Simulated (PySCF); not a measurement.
# TeS: from the state search to spectroscopic constants

One table from this session's results is given with a row withheld; the runs are named, their logs left out.

Program: PySCF 2.14.0. Level of theory: Te def2-TZVPP with ECP28, S def2-TZVPP, scalar-relativistic core potentials. These are calculated values, not measurements.

The first run:

Settings of the job:

* atoms: Te, S
* charge: 0
* basis: Te def2-TZVPP with ECP28, S def2-TZVPP
* Hamiltonian: scalar-relativistic core potentials
* basis functions: 92
* electrons treated: 40
* masses in u: 129.9062, 31.9721
* levels: PBE0, PBE, r²SCAN, B97-3, PW91, PBEsol, BP86, CAM-B3LYP, HF, MP2, SCS-MP2, CCSD, CCSD(T)
* grid: 80 radial by 434 angular points
* occupations: held fixed by the projection of orbital angular momentum
* dissociation limit: Te + S, each in its ground configuration
* starting distance in angstrom: 2.305
* values of 2S to try: 0, 2, 4

Launch:

```sh
$ OMP_NUM_THREADS=1 python dia.py task.json out
```

Among the steps run: Set-up; First curve: PBE0; Excited determinants; PBE; r²SCAN (meta-GGA); B97-3; PW91; PBEsol (GGA); BP86; CAM-B3LYP; ROHF (mean field); MP2 and coupled cluster.

One of the session's tables, all rows but one given; the rest of the session is left out.

It belongs to the step «The curves together». Energy (eV) from each level's lowest point:

```
R (Å)   ROHF  ROHF-MP2  ROHF-SCS-MP2  ROHF-CCSD  ROHF-CCSD(T)
1.910  1.654     1.851         1.845        n/a           n/a
1.999  0.670     0.830         0.822      0.806         0.873
2.088  0.163     0.269         0.261      0.252         0.295
2.154  0.009     0.065         0.061      0.057         0.079
2.221  0.000     0.000         0.000      0.000         0.000
2.288  0.099     0.044         0.048      0.047         0.024
2.377  0.349     0.247         0.250      0.226         0.169
2.487      ?         ?             ?          ?             ?
2.621  1.306     1.688         1.565      1.064         0.887
2.799  1.898     2.799         2.565        n/a           n/a
```

Estimate the missing values for R (Å) = 2.487.

Worked estimate for «ROHF». A straight line through the neighbours (2.377, 0.349) and (2.621, 1.306) gives 0.349 + (1.306 − 0.349) × (2.487 − 2.377) / (2.621 − 2.377) = 0.780; a parabola fitted to 4 rows on both sides gives 0.795.

**Answer.** ROHF: 0.772; ROHF-MP2: 0.760; ROHF-SCS-MP2: 0.730; ROHF-CCSD: 0.566; ROHF-CCSD(T): 0.465. In «ROHF» the line misses by +0.008 and the parabola by +0.023.
